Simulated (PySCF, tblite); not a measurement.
**AsGeH3O2Se2, a small gas-phase stand-in for a defect centre (AsSe unit): NMR shifts, core binding energies and electronic excitations**

What NMR shifts, core binding energies and electronic excitations should one expect for `[OH][Ge][O][As]([SeH])[SeH]`? It is drawn as: twofold germanium.

Computed with tblite 0.8.0 and PySCF 2.14.0; each step states its level. No surroundings beyond the atoms listed, unless a continuum is named. Atoms count from 0, parts from 1.

## (1) Starting point

9 atoms, charge 0, multiplicity 1; geometry: distance geometry start.

## (2) Relaxing the cluster with GFN2-xTB

Job settings and geometry (Å):

```
{"job": {"kind": "relax", "xc": "GFN2-xTB", "basis": "xTB"}, "charge": 0, "multiplicity": 1}
Se     2.614144    -1.286692     0.778395
As     0.845263    -0.275090    -0.443804
Se     0.416028     1.973931     0.232644
O     -0.655919    -1.261417    -0.075903
Ge    -1.787237    -0.457999     1.026585
O     -3.241912    -0.077592     0.065312
H      3.982251    -0.585471     0.527513
H      1.614173     2.865773     0.200885
H     -3.788425    -0.884710    -0.132987
```

With the program's defaults for keys left out, this is: GFN2-xTB geometry optimisation, gas phase.

Started as:

```bash
$ OMP_NUM_THREADS=1 python cluster_run.py task.json out
```

This one command runs all jobs of the session in turn.

What it wrote:

```text
step      E/eV     max force
  0    -555.93912    2.180
  1    -556.18171    1.761
  2    -556.50482    1.821
  3    -556.64894    0.769
  4    -556.69344    0.752
  5    -556.78701    0.883
  6    -556.85109    0.964
  7    -556.93250    0.716
  8    -556.96493    0.523
  9    -556.98717    0.377
 10    -557.00132    0.322
 11    -557.01259    0.408
 12    -557.03800    0.692
 13    -557.06180    0.920
 14    -557.09143    0.804
 15    -557.12538    0.568
 16    -557.16253    0.510
 17    -557.18473    0.572
 18    -557.15945    1.960
 19    -557.20224    0.331
 20    -557.20643    0.219
 21    -557.21158    0.153
 22    -557.21973    0.246
 23    -557.22774    0.361
 24    -557.23755    0.396
 25    -557.24727    0.249
 26    -557.25368    0.287
 27    -557.25912    0.651
 28    -557.26495    0.462
 29    -557.27696    0.316
 30    -557.28371    0.234
 31    -557.28721    0.214
 32    -557.29157    0.215
 33    -557.29605    0.237
 34    -557.30199    0.271
 35    -557.30865    0.278
 36    -557.31515    0.208
 37    -557.31918    0.202
 38    -557.32128    0.166
 39    -557.32318    0.125
 40    -557.32443    0.112
 41    -557.32501    0.128
 42    -557.32550    0.065
 43    -557.32583    0.071
 44    -557.32659    0.104
 45    -557.32798    0.147
 46    -557.33021    0.173
 47    -557.33271    0.131
 48    -557.33474    0.068
 49    -557.33562    0.063
 50    -557.33614    0.080
 51    -557.33685    0.068
 52    -557.33797    0.114
 53    -557.33935    0.068
 54    -557.34092    0.117
 55    -557.34192    0.087
 56    -557.34296    0.051
 57    -557.34318    0.061
 58    -557.34328    0.027
 59    -557.34333    0.017
 60    -557.34338    0.021
 61    -557.34346    0.035
 62    -557.34359    0.053
 63    -557.34380    0.067
 64    -557.34406    0.066
 65    -557.34432    0.046
 66    -557.34449    0.035
 67    -557.34462    0.034
 68    -557.34477    0.037
 69    -557.34501    0.041
 70    -557.34542    0.056
 71    -557.34602    0.071
 72    -557.34664    0.067
 73    -557.34707    0.038
 74    -557.34724    0.037
 75    -557.34733    0.038
 76    -557.34741    0.037
 77    -557.34750    0.036
 78    -557.34765    0.037
 79    -557.34788    0.030
 80    -557.34800    0.025
 81    -557.34807    0.020
 82    -557.34811    0.019
 83    -557.34814    0.015
 84    -557.34816    0.011
 85    -557.34817    0.010
 86    -557.34819    0.014
 87    -557.34821    0.016
 88    -557.34825    0.021
 89    -557.34834    0.040
 90    -557.34850    0.061
 91    -557.34876    0.079
 92    -557.34911    0.076
 93    -557.34925    0.087
 94    -557.34958    0.046
 95    -557.34973    0.015
 96    -557.34978    0.009
 97    -557.34980    0.010
 98    -557.34981    0.018
 99    -557.34983    0.014
100    -557.34985    0.013
101    -557.34987    0.008
```

Wall time 4.4 s (1 thread of Arm Neoverse V1, shared host).

The steps of the relaxation:

```csv
step,energy from step 0 (eV),largest force (eV/Å)
0,0.0000,2.1801
4,-0.7543,0.7520
8,-1.0258,0.5224
12,-1.0989,0.6924
16,-1.2234,0.5099
20,-1.2673,0.2196
24,-1.2984,0.3952
28,-1.3258,0.4620
32,-1.3524,0.2148
36,-1.3760,0.2080
40,-1.3853,0.1125
44,-1.3875,0.1032
48,-1.3956,0.0682
52,-1.3989,0.1146
56,-1.4038,0.0505
60,-1.4043,0.0215
64,-1.4049,0.0655
68,-1.4057,0.0371
72,-1.4075,0.0668
76,-1.4083,0.0366
80,-1.4089,0.0253
84,-1.4090,0.0117
88,-1.4091,0.0209
92,-1.4100,0.0754
96,-1.4107,0.0099
100,-1.4107,0.0130
101,-1.4108,0.0078
```

Close pairs (by a distance rule), those that changed most:

```csv
bond,before (Å),after (Å),change (Å)
Se0–H6,1.558,1.445,-0.113
As1–O3,1.834,1.734,-0.100
O3–Ge4,1.772,1.824,+0.051
Se2–H7,1.494,1.447,-0.047
Ge4–O5,1.785,1.742,-0.042
O5–H8,0.995,0.957,-0.038
Se0–As1,2.376,2.406,+0.030
As1–Se2,2.387,2.385,-0.002
```

## (3) Optimising the geometry at PBE0-D3(BJ)/def2-SVP

Job settings and geometry (Å):

```
{"job": {"xc": "PBE0", "basis": "def2-SVP", "d3": "d3bj", "grid": 2, "kind": "geom", "shake": 0.01}, "charge": 0, "multiplicity": 1}
Se     2.288783    -0.974638     1.011368
As     0.938891     0.133684    -0.684195
Se     0.741117     2.346341     0.186974
O     -0.594993    -0.397290    -0.192411
Ge    -1.775870    -1.192483     0.982415
O     -3.251960    -0.959586     0.089981
H      3.308844    -1.307598     0.060333
H      1.772616     2.869234    -0.724531
H     -3.383180    -0.540810    -0.738484
```

What it wrote:

```text
step   0  E = -9265.84294765  max force = 0.040794
step   1  E = -9265.84993677  max force = 0.007618
step   2  E = -9265.85086653  max force = 0.004753
step   3  E = -9265.85215379  max force = 0.009472
step   4  E = -9265.85299785  max force = 0.008478
step   5  E = -9265.85383872  max force = 0.004184
step   6  E = -9265.85441360  max force = 0.003277
step   7  E = -9265.85469292  max force = 0.003927
step   8  E = -9265.85487427  max force = 0.002355
step   9  E = -9265.85496051  max force = 0.001469
step  10  E = -9265.85500486  max force = 0.001080
step  11  E = -9265.85501259  max force = 0.000787
step  12  E = -9265.85501677  max force = 0.000214
optimisation converged
```

Wall time 8.1 min (1 thread of Arm Neoverse V1, shared host); peak memory 1.1 GiB.

Along the way:

```csv
step,energy from step 0 (eV),largest force component (eV/Å)
0,0.0000,2.0977
1,-0.1902,0.3917
2,-0.2155,0.2444
3,-0.2505,0.4871
4,-0.2735,0.4360
5,-0.2964,0.2152
6,-0.3120,0.1685
7,-0.3196,0.2019
8,-0.3245,0.1211
9,-0.3269,0.0755
10,-0.3281,0.0555
11,-0.3283,0.0405
12,-0.3284,0.0110
```

Close pairs (by a distance rule), those that changed most:

```csv
bond,before (Å),after (Å),change (Å)
As1–O3,1.696,1.769,+0.073
Se0–H6,1.434,1.476,+0.042
Ge4–O5,1.741,1.776,+0.035
O5–H8,0.938,0.968,+0.031
Se0–As1,2.434,2.414,-0.021
As1–Se2,2.386,2.406,+0.020
O3–Ge4,1.846,1.838,-0.007
Se2–H7,1.472,1.472,-0.000
```

The end geometry stands in the next job.

```csv
at the end point,value
point group (found at 0.08 Å tolerance),C1
"rotational constants (GHz, main isotopes)","0.747, 0.499, 0.371"
dipole moment (D),1.85
```

## (4) NMR shieldings: PBE0/pcSseg-1

Job settings and geometry (Å):

```
{"job": {"kind": "nmr", "xc": "PBE0", "basis": "pcSseg-1"}, "charge": 0, "multiplicity": 1}
Se     2.118757    -0.670504     0.842680
As     0.877763     0.346203    -0.960746
Se     0.697466     2.498791     0.099735
O     -0.775800    -0.163849    -0.594114
Ge    -1.574145    -0.441380     1.038478
O     -2.979631    -1.251443     0.316487
H      2.467670    -1.850857     0.028373
H      2.114804     2.823356    -0.132712
H     -2.902606    -1.313430    -0.646753
```

Level: GIAO PBE0/pcSseg-1 NMR shielding, non-relativistic, gas phase.

What it wrote:

```text
coarse grid: 47192 points
cycle   1  E = -9265.8074783459  dE = -2.904e+00  |g| = 1.787e+00  |ddm| = 3.398e+00
cycle   2  E = -9264.6005576974  dE =  1.207e+00  |g| = 2.842e+00  |ddm| = 2.584e+00
cycle   3  E = -9266.0034007086  dE = -1.403e+00  |g| = 7.199e-01  |ddm| = 2.284e+00
cycle   4  E = -9266.1021758326  dE = -9.878e-02  |g| = 1.944e-01  |ddm| = 6.326e-01
cycle   5  E = -9266.1048338219  dE = -2.658e-03  |g| = 1.410e-01  |ddm| = 2.858e-01
cycle   6  E = -9266.1087430907  dE = -3.909e-03  |g| = 3.301e-02  |ddm| = 1.246e-01
cycle   7  E = -9266.1088992386  dE = -1.561e-04  |g| = 1.019e-02  |ddm| = 2.440e-02
cycle   8  E = -9266.1089176929  dE = -1.845e-05  |g| = 2.741e-03  |ddm| = 1.077e-02
cycle   9  E = -9266.1089192531  dE = -1.560e-06  |g| = 5.386e-04  |ddm| = 3.145e-03
final grid: 90792 points
cycle  10  E = -9266.1088785913  dE =  5.841e-09  |g| = 7.365e-04  |ddm| = 1.560e-03
cycle  11  E = -9266.1088783529  dE =  2.384e-07  |g| = 1.266e-03  |ddm| = 1.958e-03
cycle  12  E = -9266.1088786865  dE = -3.337e-07  |g| = 2.221e-04  |ddm| = 1.291e-03
cycle  13  E = -9266.1088786943  dE = -7.771e-09  |g| = 3.938e-05  |ddm| = 1.560e-04
cycle  14  E = -9266.1088786946  dE = -2.947e-10  |g| = 4.841e-06  |ddm| = 3.120e-05
converged SCF energy = -9266.1088786946

GIAO shielding tensors (ppm)
atom      isotropic    diamagn.    paramagn.     s11        s22        s33       span
  0 Se    1554.568    2999.231   -1444.663    875.556   1678.532   2109.617   1234.061
  1 As     807.746    2869.216   -2061.471    555.055    923.733    944.449    389.394
  2 Se    1783.301    2998.681   -1215.380   1550.922   1581.264   2217.718    666.797
  3 O       65.498     409.389    -343.891   -148.496     98.366    246.622    395.118
  4 Ge    1157.707    2754.748   -1597.040    628.303   1288.216   1556.603    928.299
  5 O       92.684     399.002    -306.319   -186.302    214.061    250.292    436.593
  6 H       27.882      29.113      -1.232     19.602     23.885     40.158     20.556
  7 H       29.229      28.767       0.461     19.553     25.163     42.971     23.417
  8 H       24.982      33.889      -8.906     19.202     21.133     34.612     15.411
```

Wall time 81 s (1 thread of Arm Neoverse V1, shared host); peak memory 1.2 GiB.

Shifts follow as δ = σ(reference) − σ, with reference shieldings (ppm) from runs at the same level and on the same kind of geometry: $^{1}$H TMS 31.27, $^{17}$O H2O 334.6, $^{77}$Se Me2Se 1770, $^{73}$Ge GeMe4 1330, $^{75}$As AsH3 1910. The references are single molecules in the gas phase, so shifts against H2O, NH3, PH3, H3PO4 or CFCl3 are not on the usual liquid scales and can be off by tens of ppm. Shifts against hydride references such as AlH4− lie on their own scale.

```csv
atoms,environment,σ (ppm),δ (ppm)
H8,hydrogen on an oxygen bonded to Ge,24.98,6.28
H6,hydrogen on a selenium bonded to As,27.88,3.39
H7,hydrogen on a selenium bonded to As,29.23,2.04
Se0,"selenium bonded to As, H",1555,215
Se2,"selenium bonded to As, H",1783,-14
As1,"arsenic bonded to O, 2 Se",808,1103
O3,"oxygen bonded to As, Ge",65.5,269.1
O5,"oxygen bonded to Ge, H",92.7,241.9
Ge4,germanium bonded to 2 O,1158,173
```

Charges from the same density, by scheme (e):

```csv
atoms,Mulliken,IAO,Hirshfeld,ESP fit
Se0,-0.25,-0.19,-0.10,-0.28
As1,0.59,0.64,0.27,0.07
Se2,-0.25,-0.19,-0.09,-0.18
O3,-0.88,-0.79,-0.33,-0.15
Ge4,0.89,0.79,0.38,0.35
O5,-0.61,-0.72,-0.33,-0.50
```

Mayer bond orders: Se0–As1 1.04, As1–Se2 1.03, As1–O3 0.88, O3–Ge4 0.69, Ge4–O5 1.01.

## (5) X-ray photoelectron lines: SCAN, X2C

The job, as its differences from that of step 4:

```diff
@@ -1,2 +1,2 @@
-{"job": {"kind": "nmr", "xc": "PBE0", "basis": "pcSseg-1"}, "charge": 0, "multiplicity": 1}
+{"job": {"kind": "xps", "holes": 5}, "charge": 0, "multiplicity": 1}
 Se     2.118757    -0.670504     0.842680
```

Method: delta-SCF UKS SCAN, pcX-2 on the ionised atom, pcseg-1 elsewhere, spin-free X2C.

What it wrote:

```text
ground state, core basis on atom 3 (O), 182 functions
  cycle   1  E = -9348.41303034  |g| = 1.16e+00
  cycle   2  E = -9345.59377822  |g| = 3.56e+00
  cycle   3  E = -9348.61578713  |g| = 4.11e-01
  cycle   4  E = -9348.64020782  |g| = 3.44e-01
  cycle   5  E = -9348.67455185  |g| = 1.51e-01
  cycle   6  E = -9348.67982932  |g| = 5.80e-02
  cycle   7  E = -9348.68046837  |g| = 1.92e-02
  cycle   8  E = -9348.68057641  |g| = 4.34e-03
  cycle   9  E = -9348.68058678  |g| = 1.22e-03
  cycle  10  E = -9348.68057858  |g| = 4.67e-04
  E(ground) = -9348.73679512 Eh
hole in O 1s of atom 3
  cycle   1  E = -9328.06077468  |g| = 2.25e+00
  cycle   2  E = -9326.41515094  |g| = 2.66e+00
  cycle   3  E = -9328.40523324  |g| = 9.02e-01
  cycle   4  E = -9328.40549842  |g| = 8.98e-01
  cycle   5  E = -9328.92622200  |g| = 1.72e-01
  cycle   6  E = -9328.92920406  |g| = 1.53e-01
  cycle   7  E = -9328.93969875  |g| = 5.16e-02
  cycle   8  E = -9328.94123429  |g| = 1.32e-02
  cycle   9  E = -9328.94134562  |g| = 5.50e-03
  cycle  10  E = -9328.94137357  |g| = 1.61e-03
  cycle  11  E = -9328.94137124  |g| = 5.05e-04
  cycle  12  E = -9328.94137358  |g| = 1.96e-04
  E(ion) = -9328.99914683 Eh   <S^2> = 0.7689   hole on atom = 1.000   binding energy = 537.089 eV
ground state, core basis on atom 5 (O), 182 functions
  cycle   1  E = -9348.67605054  |g| = 1.65e-01
  cycle   2  E = -9348.65202284  |g| = 3.70e-01
  cycle   3  E = -9348.67895744  |g| = 5.23e-02
  cycle   4  E = -9348.67935541  |g| = 2.72e-02
  cycle   5  E = -9348.67962372  |g| = 6.33e-03
  cycle   6  E = -9348.67963919  |g| = 1.53e-03
  cycle   7  E = -9348.67964234  |g| = 6.55e-04
  cycle   8  E = -9348.67964333  |g| = 1.63e-04
  E(ground) = -9348.73680382 Eh
hole in O 1s of atom 5
  cycle   1  E = -9328.06722616  |g| = 2.23e+00
  cycle   2  E = -9324.16775111  |g| = 2.80e+00
  cycle   3  E = -9326.13325282  |g| = 2.01e+00
  cycle   4  E = -9328.60052000  |g| = 8.20e-01
  cycle   5  E = -9328.62766373  |g| = 8.00e-01
  cycle   6  E = -9328.88548178  |g| = 2.02e-01
  cycle   7  E = -9328.89902621  |g| = 1.37e-01
  cycle   8  E = -9328.91213772  |g| = 3.16e-02
  cycle   9  E = -9328.91287030  |g| = 7.87e-03
  cycle  10  E = -9328.91290700  |g| = 2.24e-03
  cycle  11  E = -9328.91290826  |g| = 1.26e-03
  cycle  12  E = -9328.91291138  |g| = 6.12e-04
  cycle  13  E = -9328.91291519  |g| = 1.70e-04
  E(ion) = -9328.97200021 Eh   <S^2> = 0.7635   hole on atom = 1.000   binding energy = 537.828 eV
```

It took 21 s on 1 thread of Arm Neoverse V1, shared host; peak memory 0.55 GiB.

Binding energies by hole, beside the orbital energy of the ground state; the difference holds orbital relaxation and, for a density functional, its self-interaction error:

```csv
hole,stands for,environment,ΔSCF (eV),−ε (eV),⟨S²⟩
O1s on O3,O3,"oxygen bonded to As, Ge",537.09,517.1,0.769
O1s on O5,O5,"oxygen bonded to Ge, H",537.83,516.9,0.763
```

## (6) Ultraviolet spectrum: CAM-B3LYP/def2-SVPD

The job, as its differences from that of step 5:

```diff
@@ -1,2 +1,2 @@
-{"job": {"kind": "xps", "holes": 5}, "charge": 0, "multiplicity": 1}
+{"job": {"kind": "uv", "xc": "CAM-B3LYP", "basis": "def2-SVPD", "nstates": 6, "ntriplets": 2, "ip": true}, "charge": 0, "multiplicity": 1}
 Se     2.118757    -0.670504     0.842680
```

Level: TDDFT CAM-B3LYP/def2-SVPD, vertical, gas phase, core orbitals frozen in the response.

What it wrote:

```text
coarse grid: 47192 points
cycle   1  E = -9267.3210057020  dE = -2.637e+00  |g| = 1.137e+00  |ddm| = 3.780e+00
cycle   2  E = -9266.8740803090  dE =  4.469e-01  |g| = 1.904e+00  |ddm| = 2.962e+00
cycle   3  E = -9267.5585797947  dE = -6.845e-01  |g| = 1.764e-01  |ddm| = 1.808e+00
cycle   4  E = -9267.5639401228  dE = -5.360e-03  |g| = 9.441e-02  |ddm| = 3.224e-01
cycle   5  E = -9267.5656121683  dE = -1.672e-03  |g| = 3.197e-02  |ddm| = 1.138e-01
cycle   6  E = -9267.5657964652  dE = -1.843e-04  |g| = 9.576e-03  |ddm| = 3.488e-02
cycle   7  E = -9267.5658160566  dE = -1.959e-05  |g| = 2.380e-03  |ddm| = 1.337e-02
cycle   8  E = -9267.5658184045  dE = -2.348e-06  |g| = 9.215e-04  |ddm| = 6.290e-03
final grid: 90792 points
cycle   9  E = -9267.5657386902  dE = -2.608e-07  |g| = 9.012e-04  |ddm| = 3.856e-03
cycle  10  E = -9267.5657386767  dE =  1.352e-08  |g| = 1.037e-03  |ddm| = 2.415e-03
cycle  11  E = -9267.5657388538  dE = -1.771e-07  |g| = 1.016e-04  |ddm| = 1.296e-03
cycle  12  E = -9267.5657388571  dE = -3.251e-09  |g| = 6.005e-05  |ddm| = 1.991e-04
cycle  13  E = -9267.5657388589  dE = -1.808e-09  |g| = 2.651e-05  |ddm| = 2.157e-04
cycle  14  E = -9267.5657388591  dE = -1.965e-10  |g| = 5.626e-06  |ddm| = 5.867e-05
converged SCF energy = -9267.5657388591

Static polarisability (au): isotropic 130.042, principal 109.462 138.493 142.172

Singlet excitations
state   eV       nm        f      main configurations
  1   3.9748    311.9   0.01600   H->L 0.58, H->L+1 0.25
  2   4.3960    282.0   0.03195   H->L+1 0.42, H->L 0.21, H-1->L 0.13
  3   4.6124    268.8   0.00377   H->L+2 0.32, H-1->L+1 0.28, H-2->L 0.17
  4   4.8240    257.0   0.02443   H-1->L 0.57, H->L+1 0.23
  5   4.9393    251.0   0.00126   H-1->L+1 0.44, H->L+2 0.26, H-1->L 0.14
  6   5.1023    243.0   0.04213   H-2->L 0.51, H->L+2 0.22, H->L+3 0.09

Triplet excitations (Tamm-Dancoff, eV): 3.3302 3.5869
Vertical ionisation energy (delta-SCF) = 8.6932 eV
Vertical electron affinity (delta-SCF) = 0.4449 eV
```

Wall time 8.2 min (1 thread of Arm Neoverse V1, shared host); peak memory 1.3 GiB.

Frontier orbitals and where they lie:

```csv
orbital,eV,atoms
HOMO−3,-9.83,"Ge4 35 %, O5 17 %, As1 16 %"
HOMO−2,-9.08,"Se2 38 %, O3 18 %, As1 14 %"
HOMO−1,-8.65,"Se0 64 %, Se2 14 %, As1 6 %"
HOMO,-7.99,"Se2 41 %, Se0 25 %, As1 17 %"
LUMO,-1.09,"Ge4 51 %, O5 12 %, Se2 11 %"
LUMO+1,-0.54,"As1 33 %, Se2 24 %, Se0 22 %"
LUMO+2,-0.19,"As1 35 %, Se0 27 %, Se2 17 %"
```

With each of the 6 states as a Gaussian band of 0.4 eV half-width at 1/e, the curve within the window shown has maxima at 252 nm (ε 2,700) L/(mol cm). Beyond the last state computed it falls off for lack of states. The curve at chosen wavelengths:

```csv
nm,ε (L/mol/cm)
230,1113
235,1679
241,2272
246,2578
252,2691
257,2632
263,2485
268,2355
274,2216
279,2104
285,1957
290,1817
296,1631
301,1469
307,1272
312,1112
318,927
323,782
329,622
334,503
340,379
345,293
351,209
356,154
362,105
367,75
```

Ground-state properties from the same run:

```csv
property,computed
dipole moment (D),1.67
polarisability (Å³),19.27
HOMO–LUMO gap (eV),6.90
−ε(HOMO) (eV),7.99
```

## (7) Summary of results

| quantity | value |
| --- | --- |
| point group | C1 |
| rotational constants (main isotopes) | 0.75, 0.50, 0.37 GHz |
| $^{1}$H shifts against TMS (PBE0/pcSseg-1) | 6.28, 3.39, 2.04 ppm |
| $^{77}$Se shifts against Me2Se (PBE0/pcSseg-1) | 215, -14 ppm |
| $^{75}$As shifts against AsH3 (PBE0/pcSseg-1) | 1103 ppm |
| $^{17}$O shifts against H2O (PBE0/pcSseg-1) | 269.1, 241.9 ppm |
| $^{73}$Ge shifts against GeMe4 (PBE0/pcSseg-1) | 173 ppm |
| O1s binding energies, SCAN/pcX-2 | O5 537.83, O3 537.09 eV |
| lowest singlet (CAM-B3LYP/def2-SVPD) | 3.97 eV (312 nm), f = 0.016 |
| brightest single state of those computed | state 6, 5.10 eV, f = 0.042 |
| lowest triplet | 3.33 eV |
| vertical ionisation energy (ΔSCF) | 8.69 eV |
| vertical electron affinity (ΔSCF) | 0.44 eV |

**Reading.** The start of the PBE0/def2-SVP relaxation was shaken at random by about 0.01 Å, so part of the energy gained, and of the first lengths quoted, undoes that. Over 12 steps the energy fell by 0.328 eV; of the close pairs, As1–O3 changed most, 1.696 to 1.769 Å (PBE0/def2-SVP). At PBE0/pcSseg-1: The widest tensor belongs to Se0: span 1234 ppm, with a paramagnetic part of -1445 ppm. At SCAN/pcX-2: O5 (oxygen bonded to Ge, H) binds its O1s electron 0.74 eV more tightly than O3 (oxygen bonded to As, Ge). The lowest singlet, at 3.97 eV, is HOMO→LUMO 0.58, HOMO→LUMO+1 0.25 and is weak; of the 6 states computed, the strongest absorption comes from state 6 at 5.10 eV (the last computed, so partners may be missing). The lowest triplet lies 0.64 eV below the lowest singlet (triplets in Tamm-Dancoff, singlets in full TDDFT). The orbital energy would give 7.99 eV for ionisation, ΔSCF gives 8.69 eV. Spin-orbit coupling is left out, which matters for shieldings and couplings at and beside the heavy atoms.
